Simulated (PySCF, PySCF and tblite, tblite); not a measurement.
# tetraethylborate (C8H20B−): conformers and averaged spectra, part 2 of 3

PySCF and tblite. Atoms count from 0.

### 8 Single-point energy, conformer 1: PBE0/def2-SVP

Job settings and geometry (Å):

```
{"job": {"xc": "PBE0", "basis": "def2-SVP", "kind": "sp"}, "charge": -1, "multiplicity": 1}
C      2.424901    -1.127102    -0.402490
C      0.917302    -1.231201    -0.628198
B     -0.000664     0.000939     0.000423
C     -1.604074    -0.381886    -0.196668
C     -2.102736    -0.465329    -1.638642
C      0.296956     0.210989     1.620218
C      0.143852    -1.030732     2.497363
C      0.386933     1.406403    -0.793653
C     -0.468155     2.626661    -0.454904
H      2.812431    -0.210380    -0.843745
H      2.654322    -1.109145     0.661180
H      2.968431    -1.969496    -0.848702
H      0.757238    -1.293140    -1.711277
H      0.586240    -2.195131    -0.223517
H     -1.810597    -1.351791     0.271444
H     -2.234687     0.343258     0.331642
H     -3.166989    -0.727310    -1.692759
H     -1.968295     0.486728    -2.148414
H     -1.546249    -1.221342    -2.190082
H     -0.379504     0.974604     2.022537
H      1.310091     0.602283     1.771985
H     -0.869700    -1.422061     2.427935
H      0.827567    -1.814658     2.177479
H      0.348808    -0.817908     3.554186
H      1.428779     1.674164    -0.580324
H      0.335016     1.255215    -1.878569
H     -1.514353     2.440821    -0.690137
H     -0.399931     2.855730     0.607285
H     -0.152842     3.518768    -1.010737
```

The program printed:

```text
coarse grid: 22176 points
cycle   1  E = -340.8409174255  dE =  4.045e-01  |g| = 8.196e-01  |ddm| = 5.087e+00
cycle   2  E = -340.7003345296  dE =  1.406e-01  |g| = 1.108e+00  |ddm| = 3.457e+00
cycle   3  E = -341.0501420954  dE = -3.498e-01  |g| = 5.043e-02  |ddm| = 2.121e+00
cycle   4  E = -341.0504600170  dE = -3.179e-04  |g| = 3.479e-02  |ddm| = 8.063e-02
cycle   5  E = -341.0507612667  dE = -3.012e-04  |g| = 4.384e-03  |ddm| = 3.771e-02
cycle   6  E = -341.0507662022  dE = -4.935e-06  |g| = 5.712e-04  |ddm| = 6.400e-03
final grid: 208312 points
cycle   7  E = -341.1062505571  dE = -1.153e-04  |g| = 1.253e-02  |ddm| = 9.599e-02
cycle   8  E = -341.1062317197  dE =  1.884e-05  |g| = 1.509e-02  |ddm| = 3.791e-02
cycle   9  E = -341.1062938278  dE = -6.211e-05  |g| = 7.727e-04  |ddm| = 2.068e-02
cycle  10  E = -341.1062939600  dE = -1.322e-07  |g| = 3.186e-04  |ddm| = 1.714e-03
cycle  11  E = -341.1062939861  dE = -2.609e-08  |g| = 5.556e-05  |ddm| = 3.997e-04
cycle  12  E = -341.1062939869  dE = -8.166e-10  |g| = 9.184e-06  |ddm| = 1.084e-04
converged SCF energy = -341.1062939869
```

Wall time 22 s (1 thread of Arm Neoverse V1, shared host); peak memory 0.88 GiB.

This run: HOMO -1.95 eV, LUMO 5.68 eV.

### 9 Shieldings, conformer 2: mPW1PW91/6-31G*

Job settings and geometry (Å):

```
{"job": {"xc": "mPW1PW91", "basis": "6-31G*", "kind": "nmr", "pop": false}, "charge": -1, "multiplicity": 1}
C      1.624571     2.121465    -0.443897
C      1.332385     0.896341     0.420562
B     -0.000904     0.001334     0.000840
C     -1.379489     0.924317     0.050494
C     -1.717760     1.564129     1.395716
C      0.124408    -0.564060    -1.554593
C      1.329964    -1.452289    -1.856688
C     -0.080459    -1.251656     1.086274
C     -1.239127    -2.230541     0.905540
H      1.784287     1.828083    -1.480071
H      0.785689     2.814872    -0.418121
H      2.517811     2.662655    -0.107067
H      2.225043     0.259485     0.406648
H      1.237035     1.237540     1.458391
H     -1.312972     1.728355    -0.692187
H     -2.241349     0.319215    -0.255467
H     -1.849808     0.799167     2.158954
H     -0.913098     2.222878     1.717823
H     -2.639818     2.157500     1.352090
H      0.150265     0.279977    -2.254234
H     -0.778206    -1.128954    -1.816744
H      1.319220    -2.338263    -1.224088
H      1.346573    -1.786615    -2.901772
H      2.256923    -0.914888    -1.663964
H      0.850970    -1.829461     1.053004
H     -0.137564    -0.854497     2.106804
H     -2.192508    -1.711114     0.985622
H     -1.194099    -2.697612    -0.076810
H     -1.227890    -3.029413     1.657799
```

The program printed:

```text
coarse grid: 22176 points
cycle   1  E = -341.5416837681  dE =  4.779e-01  |g| = 8.764e-01  |ddm| = 4.319e+00
cycle   2  E = -341.4395793628  dE =  1.021e-01  |g| = 1.084e+00  |ddm| = 2.964e+00
cycle   3  E = -341.7709551342  dE = -3.314e-01  |g| = 4.768e-02  |ddm| = 1.763e+00
cycle   4  E = -341.7712638861  dE = -3.088e-04  |g| = 3.142e-02  |ddm| = 6.593e-02
cycle   5  E = -341.7715065942  dE = -2.427e-04  |g| = 4.578e-03  |ddm| = 3.291e-02
cycle   6  E = -341.7715120224  dE = -5.428e-06  |g| = 3.625e-04  |ddm| = 5.942e-03
final grid: 208312 points
cycle   7  E = -341.6953865636  dE = -9.211e-05  |g| = 1.101e-02  |ddm| = 5.283e-02
cycle   8  E = -341.6953767024  dE =  9.861e-06  |g| = 1.269e-02  |ddm| = 2.766e-02
cycle   9  E = -341.6954199664  dE = -4.326e-05  |g| = 5.924e-04  |ddm| = 1.486e-02
cycle  10  E = -341.6954200425  dE = -7.611e-08  |g| = 2.223e-04  |ddm| = 1.018e-03
cycle  11  E = -341.6954200551  dE = -1.255e-08  |g| = 5.487e-05  |ddm| = 3.055e-04
cycle  12  E = -341.6954200559  dE = -8.044e-10  |g| = 6.158e-06  |ddm| = 8.306e-05
converged SCF energy = -341.6954200559

GIAO shielding tensors (ppm)
atom      isotropic    diamagn.    paramagn.     s11        s22        s33       span
  0 C      181.100     247.210     -66.110    172.116    180.048    191.137     19.020
  1 C      178.757     243.770     -65.013    171.091    172.719    192.461     21.370
  2 B      133.391     176.312     -42.921    125.415    137.363    137.396     11.981
  3 C      178.774     243.761     -64.987    171.101    172.733    192.489     21.388
  4 C      181.105     247.216     -66.111    172.119    180.061    191.135     19.016
  5 C      178.742     243.766     -65.024    171.070    172.713    192.443     21.373
  6 C      181.103     247.228     -66.125    172.122    180.044    191.142     19.020
  7 C      178.774     243.772     -64.998    171.099    172.747    192.475     21.377
  8 C      181.108     247.223     -66.115    172.122    180.070    191.131     19.008
  9 H       31.535      31.700      -0.164     26.505     31.719     36.382      9.877
 10 H       31.534      31.699      -0.165     26.503     31.718     36.381      9.878
 11 H       31.769      30.561       1.208     26.982     29.078     39.247     12.265
 12 H       32.203      32.853      -0.650     28.920     31.992     35.697      6.776
 13 H       32.200      32.854      -0.654     28.923     31.986     35.691      6.768
 14 H       32.202      32.853      -0.650     28.922     31.991     35.694      6.771
 15 H       32.203      32.851      -0.648     28.917     31.995     35.698      6.780
 16 H       31.535      31.697      -0.162     26.503     31.718     36.384      9.881
 17 H       31.535      31.699      -0.164     26.504     31.719     36.383      9.879
 18 H       31.769      30.561       1.208     26.982     29.078     39.247     12.265
 19 H       32.203      32.856      -0.653     28.925     31.990     35.694      6.770
 20 H       32.203      32.858      -0.655     28.930     31.987     35.692      6.762
 21 H       31.535      31.706      -0.171     26.505     31.720     36.379      9.874
 22 H       31.768      30.566       1.202     26.981     29.075     39.248     12.267
 23 H       31.534      31.703      -0.169     26.502     31.719     36.380      9.877
 24 H       32.204      32.858      -0.654     28.931     31.986     35.695      6.763
 25 H       32.203      32.854      -0.651     28.921     31.990     35.698      6.777
 26 H       31.534      31.701      -0.167     26.501     31.721     36.380      9.879
 27 H       31.535      31.705      -0.170     26.503     31.722     36.378      9.875
 28 H       31.769      30.564       1.205     26.983     29.076     39.249     12.266
```

It took 30 s on 1 thread of Arm Neoverse V1, shared host; peak memory 0.87 GiB.

Key values: HOMO -1.74 eV, LUMO 6.45 eV.

### 10 Single-point energy, conformer 2: PBE0/def2-SVP

The job, as its differences from that of step 9:

```diff
@@ -1,2 +1,2 @@
-{"job": {"xc": "mPW1PW91", "basis": "6-31G*", "kind": "nmr", "pop": false}, "charge": -1, "multiplicity": 1}
+{"job": {"xc": "PBE0", "basis": "def2-SVP", "kind": "sp"}, "charge": -1, "multiplicity": 1}
 C      1.624571     2.121465    -0.443897
```

The program printed:

```text
coarse grid: 22176 points
cycle   1  E = -340.8425921320  dE =  4.050e-01  |g| = 8.201e-01  |ddm| = 5.088e+00
cycle   2  E = -340.7023941121  dE =  1.402e-01  |g| = 1.108e+00  |ddm| = 3.454e+00
cycle   3  E = -341.0519759125  dE = -3.496e-01  |g| = 5.053e-02  |ddm| = 2.120e+00
cycle   4  E = -341.0523190418  dE = -3.431e-04  |g| = 3.339e-02  |ddm| = 8.184e-02
cycle   5  E = -341.0525928588  dE = -2.738e-04  |g| = 5.355e-03  |ddm| = 3.732e-02
cycle   6  E = -341.0526003262  dE = -7.467e-06  |g| = 4.083e-04  |ddm| = 8.371e-03
final grid: 208312 points
cycle   7  E = -341.1072511840  dE = -1.045e-04  |g| = 1.238e-02  |ddm| = 9.176e-02
cycle   8  E = -341.1072316997  dE =  1.948e-05  |g| = 1.503e-02  |ddm| = 3.786e-02
cycle   9  E = -341.1072933692  dE = -6.167e-05  |g| = 7.526e-04  |ddm| = 2.075e-02
cycle  10  E = -341.1072934952  dE = -1.260e-07  |g| = 2.878e-04  |ddm| = 1.590e-03
cycle  11  E = -341.1072935163  dE = -2.114e-08  |g| = 5.806e-05  |ddm| = 3.828e-04
cycle  12  E = -341.1072935172  dE = -9.049e-10  |g| = 7.413e-06  |ddm| = 1.194e-04
converged SCF energy = -341.1072935172
```

Wall time 22 s (1 thread of Arm Neoverse V1, shared host); peak memory 0.89 GiB.

In short: HOMO -1.96 eV, LUMO 5.42 eV.

### 11 Shieldings, conformer 3: mPW1PW91/6-31G*

Job settings and geometry (Å):

```
{"job": {"xc": "mPW1PW91", "basis": "6-31G*", "kind": "nmr", "pop": false}, "charge": -1, "multiplicity": 1}
C      2.535265    -0.204449    -0.803225
C      1.200448    -0.945365    -0.715415
B     -0.047183    -0.197700     0.097359
C      0.557447     0.687011     1.363762
C     -0.476769     1.394677     2.238209
C     -0.955874     0.741734    -0.925228
C     -0.278906     1.979765    -1.510660
C     -1.034319    -1.384731     0.718354
C     -1.584499    -2.391959    -0.290523
H      2.960003    -0.063175     0.189088
H      3.268562    -0.758682    -1.402915
H      2.410389     0.777303    -1.255078
H      0.885439    -1.174422    -1.740532
H      1.412632    -1.913684    -0.244951
H      1.147752     0.032743     2.017679
H      1.251321     1.452664     1.001306
H     -1.154933     0.673517     2.690600
H     -0.007877     1.966793     3.048592
H     -1.070442     2.085782     1.642655
H     -1.863546     1.076206    -0.408127
H     -1.304007     0.136208    -1.770624
H      0.563280     1.692839    -2.137690
H     -0.966569     2.570926    -2.129017
H      0.094626     2.625603    -0.718134
H     -0.491480    -1.950751     1.485952
H     -1.896130    -0.937085     1.226848
H     -0.772163    -2.894119    -0.812435
H     -2.202555    -3.161214     0.189232
H     -2.199817    -1.888484    -1.034222
```

The program printed:

```text
coarse grid: 22176 points
cycle   1  E = -341.5407349618  dE =  4.747e-01  |g| = 8.730e-01  |ddm| = 4.326e+00
cycle   2  E = -341.4397721531  dE =  1.010e-01  |g| = 1.079e+00  |ddm| = 3.005e+00
cycle   3  E = -341.7685043670  dE = -3.287e-01  |g| = 4.924e-02  |ddm| = 1.798e+00
cycle   4  E = -341.7688390560  dE = -3.347e-04  |g| = 3.253e-02  |ddm| = 7.171e-02
cycle   5  E = -341.7691024468  dE = -2.634e-04  |g| = 3.897e-03  |ddm| = 3.325e-02
cycle   6  E = -341.7691063109  dE = -3.864e-06  |g| = 6.254e-04  |ddm| = 5.251e-03
final grid: 208312 points
cycle   7  E = -341.6921823721  dE = -8.960e-05  |g| = 1.088e-02  |ddm| = 5.107e-02
cycle   8  E = -341.6921725539  dE =  9.818e-06  |g| = 1.258e-02  |ddm| = 2.763e-02
cycle   9  E = -341.6922150688  dE = -4.251e-05  |g| = 5.637e-04  |ddm| = 1.480e-02
cycle  10  E = -341.6922151369  dE = -6.808e-08  |g| = 2.394e-04  |ddm| = 1.010e-03
cycle  11  E = -341.6922151516  dE = -1.469e-08  |g| = 4.520e-05  |ddm| = 2.950e-04
cycle  12  E = -341.6922151521  dE = -5.415e-10  |g| = 6.852e-06  |ddm| = 6.616e-05
converged SCF energy = -341.6922151521

GIAO shielding tensors (ppm)
atom      isotropic    diamagn.    paramagn.     s11        s22        s33       span
  0 C      177.605     247.170     -69.566    168.086    176.264    188.464     20.378
  1 C      174.899     243.152     -68.253    167.592    175.893    181.212     13.619
  2 B      134.460     176.206     -41.745    132.522    133.767    137.092      4.570
  3 C      178.602     243.814     -65.213    172.795    178.858    184.152     11.357
  4 C      180.521     247.249     -66.729    171.566    179.571    190.425     18.859
  5 C      176.209     242.563     -66.354    167.961    177.172    183.492     15.531
  6 C      179.189     247.491     -68.302    168.835    179.271    189.460     20.625
  7 C      171.782     244.004     -72.222    158.149    174.781    182.415     24.266
  8 C      180.928     246.981     -66.053    171.266    181.055    190.464     19.198
  9 H       31.522      31.675      -0.154     26.834     31.681     36.051      9.217
 10 H       31.618      30.610       1.008     26.781     29.240     38.833     12.051
 11 H       31.456      31.912      -0.456     26.600     32.011     35.758      9.158
 12 H       31.873      32.621      -0.748     28.321     32.201     35.098      6.777
 13 H       32.198      32.430      -0.232     26.865     33.538     36.192      9.327
 14 H       32.495      32.609      -0.114     27.907     32.780     36.797      8.891
 15 H       31.661      33.306      -1.645     27.909     32.038     35.037      7.128
 16 H       31.566      31.642      -0.076     26.405     31.736     36.559     10.154
 17 H       31.731      30.616       1.116     26.850     29.351     38.993     12.143
 18 H       31.584      31.745      -0.161     26.707     31.731     36.313      9.606
 19 H       32.010      32.642      -0.632     28.698     31.509     35.822      7.123
 20 H       32.006      32.622      -0.617     27.118     32.959     35.940      8.821
 21 H       31.408      31.847      -0.439     26.469     31.578     36.178      9.709
 22 H       31.588      30.684       0.904     26.618     29.130     39.015     12.397
 23 H       31.278      31.929      -0.651     26.721     31.788     35.325      8.605
 24 H       32.572      32.557       0.015     28.035     32.917     36.764      8.729
 25 H       32.002      32.874      -0.871     27.293     33.071     35.644      8.351
 26 H       31.660      31.390       0.270     26.649     32.221     36.111      9.463
 27 H       31.838      30.400       1.437     26.860     29.506     39.147     12.287
 28 H       31.696      31.467       0.229     26.664     31.899     36.524      9.860
```

It took 30 s on 1 thread of Arm Neoverse V1, shared host; peak memory 0.87 GiB.

This run: HOMO -1.68 eV, LUMO 6.74 eV.

### 12 Single-point energy, conformer 3: PBE0/def2-SVP

The job, as its differences from that of step 11:

```diff
@@ -1,2 +1,2 @@
-{"job": {"xc": "mPW1PW91", "basis": "6-31G*", "kind": "nmr", "pop": false}, "charge": -1, "multiplicity": 1}
+{"job": {"xc": "PBE0", "basis": "def2-SVP", "kind": "sp"}, "charge": -1, "multiplicity": 1}
 C      2.535265    -0.204449    -0.803225
```

The program printed:

```text
coarse grid: 22176 points
cycle   1  E = -340.8409982945  dE =  4.023e-01  |g| = 8.171e-01  |ddm| = 5.082e+00
cycle   2  E = -340.7016918187  dE =  1.393e-01  |g| = 1.103e+00  |ddm| = 3.512e+00
cycle   3  E = -341.0491138017  dE = -3.474e-01  |g| = 5.174e-02  |ddm| = 2.175e+00
cycle   4  E = -341.0494711885  dE = -3.574e-04  |g| = 3.470e-02  |ddm| = 8.552e-02
cycle   5  E = -341.0497717167  dE = -3.005e-04  |g| = 4.493e-03  |ddm| = 3.829e-02
cycle   6  E = -341.0497768450  dE = -5.128e-06  |g| = 7.344e-04  |ddm| = 6.725e-03
final grid: 208312 points
cycle   7  E = -341.1034407841  dE = -9.812e-05  |g| = 1.218e-02  |ddm| = 8.757e-02
cycle   8  E = -341.1034217174  dE =  1.907e-05  |g| = 1.480e-02  |ddm| = 3.724e-02
cycle   9  E = -341.1034816439  dE = -5.993e-05  |g| = 7.300e-04  |ddm| = 2.075e-02
cycle  10  E = -341.1034817644  dE = -1.205e-07  |g| = 2.839e-04  |ddm| = 1.468e-03
cycle  11  E = -341.1034817851  dE = -2.068e-08  |g| = 4.593e-05  |ddm| = 3.541e-04
cycle  12  E = -341.1034817857  dE = -5.550e-10  |g| = 7.604e-06  |ddm| = 8.745e-05
converged SCF energy = -341.1034817857
```

Wall time 22 s (1 thread of Arm Neoverse V1, shared host); peak memory 0.9 GiB.

Key values: HOMO -1.90 eV, LUMO 5.65 eV.

### 13 Shieldings, conformer 4: mPW1PW91/6-31G*

Job settings and geometry (Å):

```
{"job": {"xc": "mPW1PW91", "basis": "6-31G*", "kind": "nmr", "pop": false}, "charge": -1, "multiplicity": 1}
C     -2.299187     1.177686    -0.505393
C     -1.657319     0.086837     0.352994
B     -0.040961    -0.241307     0.122418
C      0.831094     1.117459    -0.246302
C      0.924117     2.169269     0.858648
C      0.485880    -0.922380     1.545804
C      1.951794    -1.350297     1.593550
C      0.177686    -1.369822    -1.078545
C     -0.445852    -1.067808    -2.440041
H     -3.373130     1.276224    -0.300798
H     -1.837262     2.143189    -0.308448
H     -2.180969     0.964347    -1.565089
H     -1.824488     0.368978     1.400224
H     -2.234784    -0.834096     0.204201
H      1.855276     0.838698    -0.522817
H      0.411499     1.605747    -1.132699
H      1.462894     3.067365     0.530274
H     -0.069249     2.474641     1.182502
H      1.445920     1.768500     1.725671
H     -0.124108    -1.807326     1.768375
H      0.316302    -0.231716     2.380220
H      2.153554    -2.107123     0.837589
H      2.603830    -0.500593     1.398947
H      2.228282    -1.769672     2.569153
H      1.251291    -1.518898    -1.244225
H     -0.212531    -2.341421    -0.749556
H     -0.108288    -0.099914    -2.807483
H     -0.179538    -1.822943    -3.190847
H     -1.531661    -1.045672    -2.367469
```

The program printed:

```text
coarse grid: 22176 points
cycle   1  E = -341.5403507274  dE =  4.741e-01  |g| = 8.733e-01  |ddm| = 4.323e+00
cycle   2  E = -341.4389667770  dE =  1.014e-01  |g| = 1.080e+00  |ddm| = 2.980e+00
cycle   3  E = -341.7681128996  dE = -3.291e-01  |g| = 4.859e-02  |ddm| = 1.777e+00
cycle   4  E = -341.7684617088  dE = -3.488e-04  |g| = 3.075e-02  |ddm| = 7.095e-02
cycle   5  E = -341.7686946882  dE = -2.330e-04  |g| = 4.777e-03  |ddm| = 3.231e-02
cycle   6  E = -341.7687005907  dE = -5.902e-06  |g| = 5.268e-04  |ddm| = 6.538e-03
final grid: 208312 points
cycle   7  E = -341.6922375084  dE = -9.494e-05  |g| = 1.096e-02  |ddm| = 5.358e-02
cycle   8  E = -341.6922282163  dE =  9.292e-06  |g| = 1.257e-02  |ddm| = 2.725e-02
cycle   9  E = -341.6922705370  dE = -4.232e-05  |g| = 6.111e-04  |ddm| = 1.457e-02
cycle  10  E = -341.6922706201  dE = -8.305e-08  |g| = 2.200e-04  |ddm| = 1.061e-03
cycle  11  E = -341.6922706323  dE = -1.224e-08  |g| = 5.701e-05  |ddm| = 2.974e-04
cycle  12  E = -341.6922706332  dE = -8.587e-10  |g| = 7.965e-06  |ddm| = 8.656e-05
converged SCF energy = -341.6922706332

GIAO shielding tensors (ppm)
atom      isotropic    diamagn.    paramagn.     s11        s22        s33       span
  0 C      178.279     247.329     -69.049    169.113    176.033    189.693     20.580
  1 C      175.373     242.965     -67.592    167.356    171.997    186.767     19.411
  2 B      134.333     176.290     -41.957    129.865    135.877    137.258      7.393
  3 C      181.790     243.519     -61.729    170.389    184.218    190.762     20.373
  4 C      180.060     247.378     -67.318    171.393    178.014    190.772     19.379
  5 C      172.442     243.878     -71.435    164.597    169.757    182.973     18.376
  6 C      180.526     247.164     -66.639    171.201    179.651    190.725     19.524
  7 C      170.978     242.827     -71.849    158.457    173.357    181.121     22.663
  8 C      178.880     247.369     -68.489    168.688    180.181    187.772     19.083
  9 H       31.636      30.641       0.995     26.918     28.981     39.009     12.091
 10 H       31.407      31.900      -0.493     26.560     32.073     35.588      9.028
 11 H       31.372      32.026      -0.654     26.599     31.882     35.634      9.035
 12 H       32.146      32.418      -0.273     28.042     32.685     35.710      7.668
 13 H       32.057      32.226      -0.169     28.920     31.618     35.634      6.714
 14 H       32.251      32.832      -0.581     28.728     31.743     36.283      7.554
 15 H       31.706      33.093      -1.388     28.329     31.638     35.150      6.821
 16 H       31.644      30.732       0.912     26.880     28.938     39.115     12.235
 17 H       31.530      31.860      -0.331     26.825     31.553     36.210      9.385
 18 H       31.416      31.827      -0.411     26.419     31.688     36.142      9.723
 19 H       32.547      32.361       0.186     28.383     32.971     36.287      7.904
 20 H       32.063      32.919      -0.856     29.417     31.499     35.272      5.855
 21 H       31.650      31.480       0.170     26.571     31.847     36.531      9.960
 22 H       31.553      31.683      -0.129     26.729     31.936     35.994      9.265
 23 H       31.818      30.444       1.374     27.018     29.250     39.186     12.168
 24 H       31.936      32.716      -0.779     27.293     33.008     35.508      8.214
 25 H       32.331      32.325       0.006     27.605     33.047     36.342      8.738
 26 H       31.403      31.768      -0.365     26.904     31.762     35.543      8.640
 27 H       31.615      30.539       1.076     26.509     29.425     38.910     12.401
 28 H       31.361      31.718      -0.358     26.651     31.635     35.797      9.145
```

Run time: 30 s. Hardware: 1 thread of Arm Neoverse V1, shared host; peak memory 0.88 GiB.

This run: HOMO -1.67 eV, LUMO 6.64 eV.

(Part 2 of 3 ends here.)
